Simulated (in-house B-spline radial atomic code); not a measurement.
# Zn²³⁺: a scan of exact exchange under G0W0

Aim: vary the share of exact exchange in a PBE-based start for Zn²³⁺ and follow the mean-field level, the G0W0 level and the RPA energy.

Method: RPA, second order, AC-SOSEX and G0W0 (contour deformation) on a scalar-relativistic mean field, all electrons; no spin-orbit coupling, Breit or QED terms, no two-electron picture change. Code: an in-house B-spline radial atomic code, version 1.

### 1 Starting point

* element: zinc (Z = 30)
* charge: +23
* electrons: 7
* configuration: [He] 2s2 2p3
* Hamiltonian: scalar-relativistic (spin-free one-electron X2C), finite nucleus
* shares of exact exchange: 0.00, 0.10, 0.20, 0.30, 0.40, 0.50, 0.60, 0.70, 0.80, 0.90, 1.00

The outer shells:

Zn23+
```
[He] core
2s [↑↓]
2p [↑ ][↑ ][↑ ]
```

### 2 Run with 0 % exact exchange

Settings, as recorded:

```ini
Z = 30
electrons = 7.0
configuration = [He] 2s2 2p3
hamiltonian = x2c
method = pbeh
lmax = 9
exact_exchange_fraction = 0.0
rms_radius = 3.9283
spin_polarised = True
box_radius = 3.69
intervals = 63
```

The run is started by

```bash
> python run_gw.py task.json out
```

task.json lists these runs, among others, and the program works through them in turn.

The program writes no log. Results of the run, from its result record (rounded, main fields):

```text
status: converged
energies [hartree]:
  mean_field: -1351.577651
  exx_total: -1351.649567
  exchange: -36.95713819
  rpa: -0.46877277
  rpa_summed: -0.46727966
  direct_second_order: -0.50649864
  second_order_exchange: 0.2726845
  sosex: 0.24863803
rpa_by_multipole [hartree]: [-0.0793468, -0.291686, -0.0538177, -0.0250113, -0.00903594, -0.00407381, -0.00210371, -0.0011926, -0.000722082, -0.000267385, -2.25227e-05]
polarisability [bohr^3: independent particles, RPA]: [0.00690631, 0.00502653]
gap [hartree]: 4.496989
levels [hartree]:
  - {"name": "2p up", "occ": 1, "e": -79.84611, "sx": -7.141583, "vxc": -4.841406, "sc": 0.1046124, "z": 0.9872467, "qp": -82.0422, "tail": -0.000529584}
  - {"name": "2s down", "occ": 1, "e": -82.9065, "sx": -4.806046, "vxc": -3.337955, "sc": -0.2145443, "z": 0.985641, "qp": -84.58961, "tail": -0.0004725756}
  - {"name": "1s down", "occ": 1, "e": -397.7699, "sx": -19.53892, "vxc": -12.19159, "sc": 0.5320127, "z": 0.9902496, "qp": -404.5854, "tail": -0.0002242157}
  - {"name": "2p down", "occ": 0, "e": -78.40951, "sx": -1.249886, "vxc": -3.381099, "sc": -0.1401019, "z": 0.9934316, "qp": -76.41893, "tail": -0.0005319378}
```

Run time: 1.7 s. Hardware: 1 thread, shared host.

In the record, exx_total is the Hartree-Fock functional on the start's orbitals, rpa_summed the RPA energy up to lmax and rpa the same with the tail beyond it, gap the smallest same-spin excitation energy of the start. For a level, e is the start's value, sx and sc the exchange and correlation self-energies, vxc the start's own term, z the quasi-particle weight, and qp = e + sx − vxc + sc + tail. Deeper levels of weight under 0.85 meet poles of the self-energy and are not shown.

G0W0 moves 2p↑ down by 59.8 eV, to -2232.5 eV.

The largest part of the RPA energy comes from multipole 1 (62 % of the sum).

### 3 Run with 10 % exact exchange

Settings: those of step 2 with these lines changed.

```diff
@@ -6,3 +6,3 @@
 lmax = 9
-exact_exchange_fraction = 0.0
+exact_exchange_fraction = 0.1
 rms_radius = 3.9283
```

From the record:

```text
status: converged
energies [hartree]:
  mean_field: -1351.607049
  exx_total: -1351.650465
  exchange: -36.95952611
  rpa: -0.46144783
  rpa_summed: -0.4599552
  direct_second_order: -0.49605576
  second_order_exchange: 0.26346944
  sosex: 0.24199048
rpa_by_multipole [hartree]: [-0.0790158, -0.284944, -0.0536482, -0.0249486, -0.00902248, -0.00406981, -0.00210226, -0.001192, -0.000721807, -0.000267301, -2.2517e-05]
polarisability [bohr^3: independent particles, RPA]: [0.00649801, 0.00482047]
gap [hartree]: 4.856861
levels [hartree]:
  - {"name": "2p up", "occ": 1, "e": -80.07962, "sx": -7.14164, "vxc": -5.07535, "sc": 0.09815508, "z": 0.9887567, "qp": -82.04829, "tail": -0.0005320594}
  - {"name": "2s down", "occ": 1, "e": -83.06103, "sx": -4.80446, "vxc": -3.491742, "sc": -0.2093143, "z": 0.9866728, "qp": -84.58354, "tail": -0.0004771897}
  - {"name": "1s down", "occ": 1, "e": -398.5077, "sx": -19.54168, "vxc": -12.93197, "sc": 0.5209782, "z": 0.9905711, "qp": -404.5966, "tail": -0.0002310862}
  - {"name": "2p down", "occ": 0, "e": -78.20417, "sx": -1.248601, "vxc": -3.172553, "sc": -0.1401464, "z": 0.9937656, "qp": -76.4209, "tail": -0.0005339378}
```

Wall time 1.8 s (1 thread, shared host).

Highest level 2p↑: -2179.1 eV in the start, -2232.6 eV after G0W0, weight 0.99.

### 4 Run with 20 % exact exchange

Settings: those of step 3 with these lines changed.

```diff
@@ -6,3 +6,3 @@
 lmax = 9
-exact_exchange_fraction = 0.1
+exact_exchange_fraction = 0.2
 rms_radius = 3.9283
```

From the record:

```text
status: converged
energies [hartree]:
  mean_field: -1351.636544
  exx_total: -1351.651264
  exchange: -36.96191055
  rpa: -0.4548414
  rpa_summed: -0.4533492
  direct_second_order: -0.48684319
  second_order_exchange: 0.25546372
  sosex: 0.23609827
rpa_by_multipole [hartree]: [-0.0786881, -0.278915, -0.0534804, -0.0248865, -0.00900924, -0.00406595, -0.0021009, -0.00119146, -0.000721572, -0.000267236, -2.25114e-05]
polarisability [bohr^3: independent particles, RPA]: [0.00614493, 0.00463543]
gap [hartree]: 5.216437
levels [hartree]:
  - {"name": "2p up", "occ": 1, "e": -80.31315, "sx": -7.141696, "vxc": -5.309325, "sc": 0.09253418, "z": 0.9899674, "qp": -82.05352, "tail": -0.0005321418}
  - {"name": "2s down", "occ": 1, "e": -83.21554, "sx": -4.802879, "vxc": -3.645487, "sc": -0.204336, "z": 0.9875891, "qp": -84.57774, "tail": -0.0004762142}
  - {"name": "1s down", "occ": 1, "e": -399.2456, "sx": -19.54443, "vxc": -13.67255, "sc": 0.510823, "z": 0.9908602, "qp": -404.6069, "tail": -0.0002310622}
  - {"name": "2p down", "occ": 0, "e": -77.9991, "sx": -1.247315, "vxc": -2.964542, "sc": -0.1400581, "z": 0.9940692, "qp": -76.42247, "tail": -0.0005336113}
```

Run time: 1.8 s. Hardware: 1 thread, shared host.

Highest level 2p↑: -2185.4 eV in the start, -2232.8 eV after G0W0, weight 0.99.

### 5 Run with 30 % exact exchange

Settings: those of step 4 with these lines changed.

```diff
@@ -6,3 +6,3 @@
 lmax = 9
-exact_exchange_fraction = 0.2
+exact_exchange_fraction = 0.3
 rms_radius = 3.9283
```

From the record:

```text
status: converged
energies [hartree]:
  mean_field: -1351.666137
  exx_total: -1351.651963
  exchange: -36.96429155
  rpa: -0.44883118
  rpa_summed: -0.4473394
  direct_second_order: -0.47862496
  second_order_exchange: 0.24843306
  sosex: 0.2308312
rpa_by_multipole [hartree]: [-0.0783635, -0.273478, -0.0533139, -0.0248248, -0.00899604, -0.0040621, -0.00209955, -0.00119092, -0.000721334, -0.000267171, -2.25057e-05]
polarisability [bohr^3: independent particles, RPA]: [0.00583638, 0.00446823]
gap [hartree]: 5.575718
levels [hartree]:
  - {"name": "2p up", "occ": 1, "e": -80.54671, "sx": -7.141753, "vxc": -5.543329, "sc": 0.08753163, "z": 0.9909551, "qp": -82.05813, "tail": -0.0005307023}
  - {"name": "2s down", "occ": 1, "e": -83.37002, "sx": -4.801303, "vxc": -3.799189, "sc": -0.1996659, "z": 0.9884065, "qp": -84.57227, "tail": -0.0004755463}
  - {"name": "1s down", "occ": 1, "e": -399.9838, "sx": -19.54718, "vxc": -14.41333, "sc": 0.5009985, "z": 0.9911177, "qp": -404.6168, "tail": -0.0002308266}
  - {"name": "2p down", "occ": 0, "e": -77.7943, "sx": -1.246027, "vxc": -2.757066, "sc": -0.1399131, "z": 0.9943464, "qp": -76.4237, "tail": -0.0005332648}
```

Run time: 1.7 s. Hardware: 1 thread, shared host.

Highest level 2p↑: -2191.8 eV in the start, -2232.9 eV after G0W0, weight 0.99.

### 6 Run with 40 % exact exchange

Settings: those of step 5 with these lines changed.

```diff
@@ -6,3 +6,3 @@
 lmax = 9
-exact_exchange_fraction = 0.3
+exact_exchange_fraction = 0.4
 rms_radius = 3.9283
```

From the record:

```text
status: converged
energies [hartree]:
  mean_field: -1351.695827
  exx_total: -1351.652565
  exchange: -36.96666911
  rpa: -0.44332244
  rpa_summed: -0.44183108
  direct_second_order: -0.47122323
  second_order_exchange: 0.24220023
  sosex: 0.22608757
rpa_by_multipole [hartree]: [-0.078042, -0.268536, -0.0531489, -0.0247635, -0.00898289, -0.00405825, -0.00209819, -0.00119037, -0.000721094, -0.000267105, -2.25e-05]
polarisability [bohr^3: independent particles, RPA]: [0.00556423, 0.0043163]
gap [hartree]: 5.934703
levels [hartree]:
  - {"name": "2p up", "occ": 1, "e": -80.78028, "sx": -7.141811, "vxc": -5.777362, "sc": 0.08303797, "z": 0.991773, "qp": -82.06223, "tail": -0.0005313297}
  - {"name": "2s down", "occ": 1, "e": -83.52446, "sx": -4.799731, "vxc": -3.95285, "sc": -0.1952819, "z": 0.9891387, "qp": -84.5671, "tail": -0.00047509}
  - {"name": "1s down", "occ": 1, "e": -400.722, "sx": -19.54992, "vxc": -15.15432, "sc": 0.4914781, "z": 0.9913429, "qp": -404.6264, "tail": -0.0002304213}
  - {"name": "2p down", "occ": 0, "e": -77.58976, "sx": -1.244737, "vxc": -2.550126, "sc": -0.1397153, "z": 0.9946003, "qp": -76.42462, "tail": -0.0005329074}
```

Run time: 1.7 s. Hardware: 1 thread, shared host.

G0W0 moves 2p↑ down by 34.9 eV, to -2233.0 eV.

### 7 Run with 50 % exact exchange

Settings: those of step 6 with these lines changed.

```diff
@@ -6,3 +6,3 @@
 lmax = 9
-exact_exchange_fraction = 0.4
+exact_exchange_fraction = 0.5
 rms_radius = 3.9283
```

From the record:

```text
status: converged
energies [hartree]:
  mean_field: -1351.725614
  exx_total: -1351.653068
  exchange: -36.96904324
  rpa: -0.43824004
  rpa_summed: -0.43674912
  direct_second_order: -0.46450088
  second_order_exchange: 0.23662862
  sosex: 0.22178673
rpa_by_multipole [hartree]: [-0.0777236, -0.264016, -0.0529852, -0.0247027, -0.00896979, -0.00405441, -0.00209683, -0.00118983, -0.000720854, -0.000267038, -2.24944e-05]
polarisability [bohr^3: independent particles, RPA]: [0.00532225, 0.00417755]
gap [hartree]: 6.293394
levels [hartree]:
  - {"name": "2p up", "occ": 1, "e": -81.01389, "sx": -7.141868, "vxc": -6.011425, "sc": 0.07897059, "z": 0.9924592, "qp": -82.06589, "tail": -0.0005316539}
  - {"name": "2s down", "occ": 1, "e": -83.67889, "sx": -4.798163, "vxc": -4.106468, "sc": -0.1911619, "z": 0.989797, "qp": -84.56222, "tail": -0.000474779}
  - {"name": "1s down", "occ": 1, "e": -401.4605, "sx": -19.55265, "vxc": -15.8955, "sc": 0.4822345, "z": 0.991534, "qp": -404.6356, "tail": -0.0002298828}
  - {"name": "2p down", "occ": 0, "e": -77.38549, "sx": -1.243446, "vxc": -2.343722, "sc": -0.1394689, "z": 0.9948334, "qp": -76.42522, "tail": -0.0005325453}
```

Wall time 1.8 s (1 thread, shared host).

G0W0 moves 2p↑ down by 28.6 eV, to -2233.1 eV.

### 8 Run with 60 % exact exchange

Settings: those of step 7 with these lines changed.

```diff
@@ -6,3 +6,3 @@
 lmax = 9
-exact_exchange_fraction = 0.5
+exact_exchange_fraction = 0.6
 rms_radius = 3.9283
```

From the record:

```text
status: converged
energies [hartree]:
  mean_field: -1351.755498
  exx_total: -1351.653474
  exchange: -36.97141394
  rpa: -0.43352359
  rpa_summed: -0.43203309
  direct_second_order: -0.45835043
  second_order_exchange: 0.23161128
  sosex: 0.21786395
rpa_by_multipole [hartree]: [-0.0774082, -0.259858, -0.0528229, -0.0246422, -0.00895674, -0.00405057, -0.00209547, -0.00118928, -0.000720613, -0.00026697, -2.24887e-05]
polarisability [bohr^3: independent particles, RPA]: [0.00510554, 0.00405026]
gap [hartree]: 6.651788
levels [hartree]:
  - {"name": "2p up", "occ": 1, "e": -81.24751, "sx": -7.141926, "vxc": -6.245518, "sc": 0.07526385, "z": 0.9930416, "qp": -82.06919, "tail": -0.0005317922}
  - {"name": "2s down", "occ": 1, "e": -83.83328, "sx": -4.7966, "vxc": -4.260046, "sc": -0.1872855, "z": 0.9903911, "qp": -84.5576, "tail": -0.0004745672}
  - {"name": "1s down", "occ": 1, "e": -402.199, "sx": -19.55538, "vxc": -16.63689, "sc": 0.4732397, "z": 0.9916876, "qp": -404.6445, "tail": -0.0002292443}
  - {"name": "2p down", "occ": 0, "e": -77.18149, "sx": -1.242152, "vxc": -2.137854, "sc": -0.1391782, "z": 0.9950482, "qp": -76.4255, "tail": -0.0005321824}
```

Wall time 1.8 s (1 thread, shared host).

The 2p↑ level moves from -2210.9 to -2233.2 eV (weight 0.99).

### 9 Run with 70 % exact exchange

Settings: those of step 8 with these lines changed.

```diff
@@ -6,3 +6,3 @@
 lmax = 9
-exact_exchange_fraction = 0.6
+exact_exchange_fraction = 0.7
 rms_radius = 3.9283
```

From the record:

```text
status: converged
energies [hartree]:
  mean_field: -1351.785479
  exx_total: -1351.653782
  exchange: -36.97378124
  rpa: -0.42912298
  rpa_summed: -0.42763297
  direct_second_order: -0.45268544
  second_order_exchange: 0.22706327
  sosex: 0.21426566
rpa_by_multipole [hartree]: [-0.0770956, -0.256011, -0.0526617, -0.0245821, -0.00894359, -0.00404662, -0.00209402, -0.00118867, -0.000720333, -0.000266883, -2.2483e-05]
polarisability [bohr^3: independent particles, RPA]: [0.00491023, 0.00393299]
gap [hartree]: 7.009888
levels [hartree]:
  - {"name": "2p up", "occ": 1, "e": -81.48116, "sx": -7.141984, "vxc": -6.47964, "sc": 0.07180011, "z": 0.9935416, "qp": -82.07223, "tail": -0.0005340298}
  - {"name": "2s down", "occ": 1, "e": -83.98765, "sx": -4.795042, "vxc": -4.413581, "sc": -0.1837024, "z": 0.9909296, "qp": -84.55329, "tail": -0.0004760088}
  - {"name": "1s down", "occ": 1, "e": -402.9378, "sx": -19.5581, "vxc": -17.37847, "sc": 0.4639804, "z": 0.9917991, "qp": -404.6537, "tail": -0.0002349131}
  - {"name": "2p down", "occ": 0, "e": -76.97776, "sx": -1.240857, "vxc": -1.932522, "sc": -0.1389091, "z": 0.9952472, "qp": -76.42554, "tail": -0.00053399}
```

It took 1.8 s on 1 thread, shared host.

The 2p↑ level moves from -2217.2 to -2233.3 eV (weight 0.99).

### 10 Run with 80 % exact exchange

Settings: those of step 9 with these lines changed.

```diff
@@ -6,3 +6,3 @@
 lmax = 9
-exact_exchange_fraction = 0.7
+exact_exchange_fraction = 0.8
 rms_radius = 3.9283
```

From the record:

```text
status: converged
energies [hartree]:
  mean_field: -1351.815556
  exx_total: -1351.653994
  exchange: -36.97614515
  rpa: -0.42499991
  rpa_summed: -0.42351033
  direct_second_order: -0.4474392
  second_order_exchange: 0.22291625
  sosex: 0.21095079
rpa_by_multipole [hartree]: [-0.0767861, -0.252436, -0.052502, -0.0245224, -0.00893065, -0.00404281, -0.00209268, -0.00118813, -0.000720096, -0.000266818, -2.24774e-05]
polarisability [bohr^3: independent particles, RPA]: [0.00473318, 0.00382454]
gap [hartree]: 7.367691
levels [hartree]:
  - {"name": "2p up", "occ": 1, "e": -81.71483, "sx": -7.142042, "vxc": -6.713791, "sc": 0.06867165, "z": 0.9939739, "qp": -82.07494, "tail": -0.0005338734}
  - {"name": "2s down", "occ": 1, "e": -84.14199, "sx": -4.793488, "vxc": -4.567076, "sc": -0.1802529, "z": 0.9914184, "qp": -84.54913, "tail": -0.0004758328}
  - {"name": "2s up", "occ": 1, "e": -86.39994, "sx": -7.404014, "vxc": -6.878329, "sc": 0.564645, "z": 0.8726484, "qp": -86.3614, "tail": -0.000420251}
  - {"name": "1s down", "occ": 1, "e": -403.6767, "sx": -19.56082, "vxc": -18.12025, "sc": 0.455413, "z": 0.9918579, "qp": -404.662, "tail": -0.0002338816}
  - {"name": "2p down", "occ": 0, "e": -76.7743, "sx": -1.23956, "vxc": -1.727727, "sc": -0.1385377, "z": 0.9954309, "qp": -76.4252, "tail": -0.0005335233}
```

It took 1.8 s on 1 thread, shared host.

Highest level 2p↑: -2223.6 eV in the start, -2233.4 eV after G0W0, weight 0.99.

### 11 Run with 90 % exact exchange

Settings: those of step 10 with these lines changed.

```diff
@@ -6,3 +6,3 @@
 lmax = 9
-exact_exchange_fraction = 0.8
+exact_exchange_fraction = 0.9
 rms_radius = 3.9283
```

From the record:

```text
status: converged
energies [hartree]:
  mean_field: -1351.845729
  exx_total: -1351.654108
  exchange: -36.97850568
  rpa: -0.42111973
  rpa_summed: -0.41963058
  direct_second_order: -0.44255453
  second_order_exchange: 0.21911466
  sosex: 0.20788245
rpa_by_multipole [hartree]: [-0.0764793, -0.2491, -0.0523437, -0.0244632, -0.00891777, -0.00403901, -0.00209133, -0.00118759, -0.000719857, -0.000266752, -2.24717e-05]
polarisability [bohr^3: independent particles, RPA]: [0.00457186, 0.0037239]
gap [hartree]: 7.7252
levels [hartree]:
  - {"name": "2p up", "occ": 1, "e": -81.94852, "sx": -7.142101, "vxc": -6.947972, "sc": 0.0657743, "z": 0.9943512, "qp": -82.07741, "tail": -0.0005336812}
  - {"name": "2s down", "occ": 1, "e": -84.2963, "sx": -4.791939, "vxc": -4.720529, "sc": -0.1769941, "z": 0.991864, "qp": -84.54518, "tail": -0.000475693}
  - {"name": "2s up", "occ": 1, "e": -86.68697, "sx": -7.406705, "vxc": -7.167652, "sc": 0.5000753, "z": 0.9000293, "qp": -86.42637, "tail": -0.0004285658}
  - {"name": "1s down", "occ": 1, "e": -404.4157, "sx": -19.56353, "vxc": -18.86223, "sc": 0.4469868, "z": 0.9918506, "qp": -404.6702, "tail": -0.0002329071}
  - {"name": "2p down", "occ": 0, "e": -76.5711, "sx": -1.238262, "vxc": -1.523468, "sc": -0.1381339, "z": 0.9956015, "qp": -76.42456, "tail": -0.0005330708}
```

Run time: 1.8 s. Hardware: 1 thread, shared host.

Highest level 2p↑: -2229.9 eV in the start, -2233.4 eV after G0W0, weight 0.99.

### 12 Run with 100 % exact exchange

Settings: those of step 11 with these lines changed.

```diff
@@ -6,3 +6,3 @@
 lmax = 9
-exact_exchange_fraction = 0.9
+exact_exchange_fraction = 1.0
 rms_radius = 3.9283
```

From the record:

```text
status: converged
energies [hartree]:
  mean_field: -1351.875999
  exx_total: -1351.654127
  exchange: -36.98086286
  rpa: -0.41745439
  rpa_summed: -0.41596567
  direct_second_order: -0.43798529
  second_order_exchange: 0.2156128
  sosex: 0.20503076
rpa_by_multipole [hartree]: [-0.0761754, -0.245973, -0.0521866, -0.0244044, -0.00890493, -0.00403522, -0.00208998, -0.00118705, -0.000719618, -0.000266685, -2.24661e-05]
polarisability [bohr^3: independent particles, RPA]: [0.00442417, 0.0036302]
gap [hartree]: 8.082412
levels [hartree]:
  - {"name": "2p up", "occ": 1, "e": -82.18224, "sx": -7.142159, "vxc": -7.182182, "sc": 0.06307961, "z": 0.9946831, "qp": -82.07967, "tail": -0.0005334689}
  - {"name": "2s down", "occ": 1, "e": -84.45059, "sx": -4.790394, "vxc": -4.873942, "sc": -0.173911, "z": 0.9922714, "qp": -84.54143, "tail": -0.0004755778}
  - {"name": "2s up", "occ": 1, "e": -86.97418, "sx": -7.409388, "vxc": -7.457179, "sc": 0.4490847, "z": 0.9199089, "qp": -86.47774, "tail": -0.0004290026}
  - {"name": "1s down", "occ": 1, "e": -405.1549, "sx": -19.56624, "vxc": -19.60441, "sc": 0.4386512, "z": 0.991754, "qp": -404.6783, "tail": -0.0002320885}
  - {"name": "2p down", "occ": 0, "e": -76.36818, "sx": -1.236961, "vxc": -1.319746, "sc": -0.1377007, "z": 0.9957603, "qp": -76.42363, "tail": -0.0005326313}
```

Run time: 1.7 s. Hardware: 1 thread, shared host.

The 2p↑ level moves from -2236.3 to -2233.5 eV (weight 0.99).

### 13 The members side by side

```
share  level  mean field (eV)  G0W0 (eV)  weight  RPA (hartree)  RPA+SOSEX (hartree)  α, direct RPA (bohr³)   time  miss (eV)
 0.00    2p↑          -2172.7    -2232.5   0.987       -0.46877             -0.22013               0.005027  1.7 s      +18.5
 0.10    2p↑          -2179.1    -2232.6   0.989       -0.46145             -0.21946               0.004820  1.8 s      +18.6
 0.20    2p↑          -2185.4    -2232.8   0.990       -0.45484             -0.21874               0.004635  1.8 s      +18.8
 0.30    2p↑          -2191.8    -2232.9   0.991       -0.44883             -0.21800               0.004468  1.7 s      +18.9
 0.40    2p↑          -2198.1    -2233.0   0.992       -0.44332             -0.21723               0.004316  1.7 s      +19.0
 0.50    2p↑          -2204.5    -2233.1   0.992       -0.43824             -0.21645               0.004178  1.8 s      +19.1
 0.60    2p↑          -2210.9    -2233.2   0.993       -0.43352             -0.21566               0.004050  1.8 s      +19.2
 0.70    2p↑          -2217.2    -2233.3   0.994       -0.42912             -0.21486               0.003933  1.8 s      +19.3
 0.80    2p↑          -2223.6    -2233.4   0.994       -0.42500             -0.21405               0.003825  1.8 s      +19.4
 0.90    2p↑          -2229.9    -2233.4   0.994       -0.42112             -0.21324               0.003724  1.8 s      +19.4
 1.00    2p↑          -2236.3    -2233.5   0.995       -0.41745             -0.21242               0.003630  1.7 s      +19.5
```

The miss is the G0W0 removal energy (the level with its sign changed) less the semi-empirical ionisation energy, 2214.0 ± 8 eV. Times are single runs on a shared host.

### 14 Summary of results

```
                                       quantity                                                              value
highest level, mean field (range over the runs)                                              -2236.3 to -2172.7 eV
      highest level, G0W0 (range over the runs)                                              -2233.5 to -2232.5 eV
                         RPA correlation energy                                         -0.4688 to -0.4175 hartree
                                      RPA+SOSEX                                         -0.2201 to -0.2124 hartree
    semi-empirical ionisation energy (2p shell)  2214.0 ± 8 eV (NIST Atomic Spectra Database, ionization energies)
            G0W0 removal energy less that value                                                  +18.5 to +19.5 eV
```

In words: The starts spread the highest level over 63.6 eV; after G0W0 1.0 eV remain, 1.6 % of that. Without exact exchange the level is bound too weakly, and G0W0 lowers it by 60 eV. The correction changes sign near 96 % exact exchange, where the start's level already equals its G0W0 level. The RPA energy is largest in size at 0 % exact exchange and smallest at 100 % exact exchange, 11 % apart; over the runs it loosely follows the gap of the start, as smaller excitation energies give more correlation. All runs miss the semi-empirical ionisation energy, 2214.0 ± 8 eV, by about +19.1 eV (+0.86 %), far more than they differ among themselves. Spin-orbit coupling is left out; in a half-filled shell it acts at second order, but the ion left behind splits at first order.
